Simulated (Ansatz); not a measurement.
Predict the output of the script below (Ansatz 0.2.0, Python API).

Script `compress_tio2.py`:
```python
import warnings

import ansatz
import numpy as np
from pymatgen.core import Lattice, Structure
from pymatgen.io.ase import AseAtomsAdaptor

def edges_and_angles(cell):
    cell = np.asarray(cell)
    a, b, c = np.linalg.norm(cell, axis=1)
    cosines = cell[1] @ cell[2] / (b * c), cell[0] @ cell[2] / (a * c), cell[0] @ cell[1] / (a * b)
    return (a, b, c, *np.degrees(np.arccos(cosines)))

warnings.simplefilter("ignore", ansatz.DeckWarning)

pmg_structure = Structure(
    Lattice([(4.5922, 0.0, 0.0), (0.0, 4.5922, 0.0), (0.0, 0.0, 2.9574)]),
    ["Ti", "Ti", "O", "O", "O", "O"],
    [
        (0.0, 0.0, 0.0),
        (0.5, 0.5, 0.5),
        (0.30496, 0.30496, 0.0),
        (0.19504, 0.80496, 0.5),
        (0.69504, 0.69504, 0.0),
        (0.80496, 0.19504, 0.5),
    ],
)
cell = ansatz.Crystal.from_ase(AseAtomsAdaptor.get_atoms(pmg_structure))

setup = cell.calculation().functional("PBE").kpoints(mesh=(4, 4, 6)).occupations(ansatz.OccupationsMethod.FIXED)

rows = []
for pressure in [0, 5, 10, 20]:
    out = setup.relax(cell=True, pressure=pressure, force_tolerance=0.05).run(threads=1, pin="off")
    cell = out.lattice.cell_ang
    n_atoms = len(out.lattice.sites)
    volume = abs(np.linalg.det(cell)) / n_atoms
    enthalpy = out.report["free_energy_ev"] / n_atoms + pressure * volume / 160.21766
    rows.append((pressure, volume, enthalpy, *edges_and_angles(cell)))
    print(f"{pressure} GPa done: {volume:.4f} A^3/atom")

print(" P (GPa)  V (A^3/atom)  H (eV/atom)     a       b       c")
for row in rows:
    print("{:8.1f} {:12.4f} {:14.5f} {:7.4f} {:7.4f} {:7.4f}".format(*row[:6]))
p, v = np.array([row[0] for row in rows], float), np.array([row[1] for row in rows])
print("mean bulk modulus between rows (GPa):", np.round(-np.diff(p) / np.diff(np.log(v)), 1))
```

Output of `python compress_tio2.py`:
```text
0 GPa done: 10.6501 A^3/atom
5 GPa done: 10.4060 A^3/atom
10 GPa done: 10.1936 A^3/atom
20 GPa done: 9.8300 A^3/atom
 P (GPa)  V (A^3/atom)  H (eV/atom)     a       b       c
     0.0      10.6501    -1212.88397  4.6430  4.6430  2.9642
     5.0      10.4060    -1212.55559  4.5988  4.5988  2.9522
    10.0      10.1936    -1212.23420  4.5610  4.5610  2.9401
    20.0       9.8300    -1211.60964  4.4960  4.4960  2.9178
mean bulk modulus between rows (GPa): [215.7 242.5 275.3]
```

The volume falls from 10.65 Å³ an atom at 0 GPa to 9.83 at 20 GPa, by 7.7 %. Between 0 and 5 GPa, -V dP/dV is about 216 GPa, a mean over that step.

Reading the output:
- Absolute energies stand on the zero of these potentials, so only differences at equal settings mean something.
- Spin is left out of this run.
- At a fixed pressure a relaxation lowers the enthalpy F + PV, while F alone can rise.
- The starting cell is as deposited in a crystallographic database; the results hold for this polymorph, which needn't be the stable one.
- Symmetry holds the cell in this phase, whether or not it is the stable one at each pressure.
- Run time: 61 s on 1 thread of Arm Neoverse V2, with other jobs on the host, peak memory 0.49 GiB.
